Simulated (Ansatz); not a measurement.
Molecular dynamics of Ba$_{6}$Ti$_{6}$AlCl$_{3}$O$_{18}$

Input file:

```yaml
accuracy: low
crystal:
  lattice:
    - [8.966642, 0.0, 0.0]
    - [3.61263, 8.206679, 0.0]
    - [0.0, 0.0, 15.859036]
  atoms:
    - { symbol: Ba, position: [0.0, 0.0, 0.0630555] }
    - { symbol: Ti, position: [0.2676581, 0.6009914, 0.0883461] }
    - { symbol: O, position: [0.22863152, 0.79712177, 0.13606537] }
    - { symbol: O, position: [0.79718586, 0.23827, 0.14779398] }
    - { symbol: O, position: [0.4918178, 0.4976845, 0.0650768] }
    - { symbol: Ba, position: [0.52483453, 0.16819478, 0.10581386] }
    - { symbol: Ti, position: [0.7462002, 0.75292937, 0.15715771] }
    - { symbol: O, position: [0.78743776, 0.89240926, 0.09222237] }
    - { symbol: O, position: [0.23858965, 0.50991193, 0.18973304] }
    - { symbol: O, position: [0.13033138, 0.54842867, 0.02062553] }
    - { symbol: Ba, position: [0.03340356, 0.37176734, 0.10708155] }
    - { symbol: Ti, position: [0.29027529, 0.99232349, 0.21397484] }
    - { symbol: O, position: [0.7574164, 0.5878164, 0.0911604] }
    - { symbol: O, position: [0.2586649, 0.0890649, 0.0940684] }
    - { symbol: O, position: [0.53283385, 0.89545014, 0.18155139] }
    - { symbol: Ba, position: [0.56143885, 0.54659242, 0.21275445] }
    - { symbol: Ti, position: [0.82547899, 0.16895703, 0.2581129] }
    - { symbol: O, position: [0.8109424, 0.34491941, 0.33090068] }
    - { symbol: O, position: [0.37717233, 0.82876933, 0.2973303] }
    - { symbol: O, position: [0.06420847, 0.08095171, 0.23836862] }
    - { symbol: Ba, position: [0.12445382, 0.75793584, 0.29820967] }
    - { symbol: Ti, position: [0.33989988, 0.34730732, 0.28029774] }
    - { symbol: O, position: [0.28841709, 0.47969918, 0.37832318] }
    - { symbol: O, position: [0.82216365, -0.01315723, 0.3014174] }
    - { symbol: O, position: [0.56691675, 0.28436299, 0.26722667] }
    - { symbol: Ba, position: [0.57110255, 0.94543202, 0.35601604] }
    - { symbol: Ti, position: [0.90328777, 0.49461572, 0.33920042] }
    - { symbol: O, position: [0.36714902, 0.1419739, 0.26717966] }
    - { symbol: O, position: [0.79520414, 0.68221107, 0.28627503] }
    - { symbol: O, position: [0.08239723, 0.39818138, 0.29397516] }
    - { symbol: Al, position: [0.26988882, 0.43919097, 0.48030289] }
    - { symbol: Cl, position: [0.2841565, 0.58027161, 0.58504389] }
    - { symbol: Cl, position: [-0.01804411, 0.51107766, 0.48329326] }
    - { symbol: Cl, position: [0.41655833, 0.19495269, 0.52147824] }
basis:
  ecutwfc: 420.0
kpoints:
  mp_grid: { grid: [2, 2, 1] }
hamiltonian:
  xc: pbe
  dispersion: d3bj
  pseudopotentials: { kind: paw, azcp: { folder: soft_1 } }
scf:
  occupations: { method: fermi_dirac, width: 0.02 }
  lower_state_search: "off"
md:
  timestep: 1.5
  n_steps: 140
  ensemble: nve
  temperature: 750.0
  initial_velocities: maxwell_boltzmann
  seed: 647450
  constraints: [{ sites: [0, 1, 4, 12, 13] }]
```

Launched with:

```bash
$ ansatz run input.yaml --threads 4 --pin off --max-ram 10240MiB --backend cpu --events-out ev --progress --plain --runs-dir out
```

It goes on from the last frame of an earlier run, with new velocities.

Output, in part (step lines):

```
md step     0: t =     0.00 fs  T =   750.0 K  F+E_penalty+E_count = -64736.15832577 eV  E_kin = 2.811405 eV  conserved = -64733.34692079 eV  (18 SCF iters)
[... lines left out ...]
```

The steps, from the saved trajectory:

| time (fs) | T (K) | potential energy less start (eV) | conserved less start (meV/atom) |
| --- | --- | --- | --- |
| 0 | 750 | 0.000 | 0.00 |
| 6 | 823 | -0.273 | -0.03 |
| 12 | 807 | -0.216 | -0.04 |
| 18 | 711 | 0.148 | 0.02 |
| 24 | 658 | 0.346 | 0.04 |
| 30 | 689 | 0.227 | -0.01 |
| 36 | 718 | 0.120 | -0.04 |
| 42 | 683 | 0.252 | 0.00 |
| 48 | 645 | 0.395 | 0.02 |
| 54 | 656 | 0.353 | 0.01 |
| 60 | 692 | 0.215 | -0.03 |
| 66 | 702 | 0.179 | 0.02 |
| 72 | 768 | -0.068 | -0.04 |
| 78 | 802 | -0.199 | -0.05 |
| 84 | 733 | 0.062 | -0.01 |
| 90 | 630 | 0.450 | 0.02 |
| 96 | 555 | 0.731 | 0.02 |
| 102 | 527 | 0.836 | 0.06 |
| 108 | 617 | 0.499 | -0.03 |
| 114 | 685 | 0.244 | -0.04 |
| 120 | 699 | 0.193 | 0.04 |
| 126 | 804 | -0.201 | -0.01 |
| 132 | 887 | -0.520 | -0.15 |
| 138 | 721 | 0.109 | 0.00 |
| 144 | 576 | 0.656 | 0.08 |
| 150 | 614 | 0.509 | -0.02 |
| 156 | 676 | 0.277 | 0.01 |
| 162 | 767 | -0.064 | -0.03 |
| 168 | 811 | -0.233 | -0.08 |
| 174 | 732 | 0.068 | -0.01 |
| 180 | 658 | 0.345 | 0.04 |
| 186 | 685 | 0.243 | -0.04 |
| 192 | 663 | 0.324 | -0.04 |
| 198 | 590 | 0.603 | 0.05 |
| 204 | 620 | 0.489 | 0.03 |
| 210 | 705 | 0.167 | -0.05 |

The run went to its last step. The conserved energy stayed within 0.16 meV per atom of its start (net change -0.05 meV per atom), so the integration is sound. A run of 0.21 ps of so small a system gives no equilibrium averages. Limits of this set-up: thin slab, slab without dipole correction, a typed lattice constant that wasn't relaxed here, low accuracy level.

Mean squared displacements from the first frame to the last: Ba 0.07 Å², Ti 0.02 Å², O 0.06 Å², Al 0.41 Å², Cl 1.38 Å².

Last frame:

```xyz
34
Lattice="8.9666 0.0000 0.0000 3.6126 8.2067 0.0000 0.0000 0.0000 15.8590" Properties=species:S:1:pos:R:3
Ba 0.000 0.000 1.000
Ti 4.571 4.932 1.401
O 4.918 6.557 2.193
O 7.870 1.905 2.364
O 6.208 4.084 1.032
Ba 5.410 1.576 1.385
Ti 9.237 6.265 2.371
O 10.355 7.348 1.427
O 3.942 3.879 2.879
O 3.293 4.589 0.210
Ba 1.638 3.220 1.513
Ti 6.075 8.212 3.317
O 8.915 4.824 1.446
O 2.641 0.731 1.492
O 7.975 7.467 2.932
Ba 7.008 4.500 3.425
Ti 7.950 1.384 4.038
O 8.608 3.001 4.970
O 6.430 6.778 4.681
O 0.779 0.767 3.770
Ba 3.862 6.450 5.151
Ti 4.222 2.789 4.394
O 3.851 3.889 6.060
O 7.257 -0.076 5.036
O 5.983 2.334 4.417
Ba 8.529 7.829 5.589
Ti 9.939 4.130 5.174
O 3.519 1.183 4.316
O 9.643 5.645 4.200
O 2.009 3.167 4.302
Al 3.437 3.887 7.715
Cl 4.363 5.646 8.392
Cl 1.287 4.856 7.460
Cl 3.169 2.019 8.536
```

The run took 45 min on 4 threads of Arm Neoverse N1 (shared host), peak memory 4 GiB.
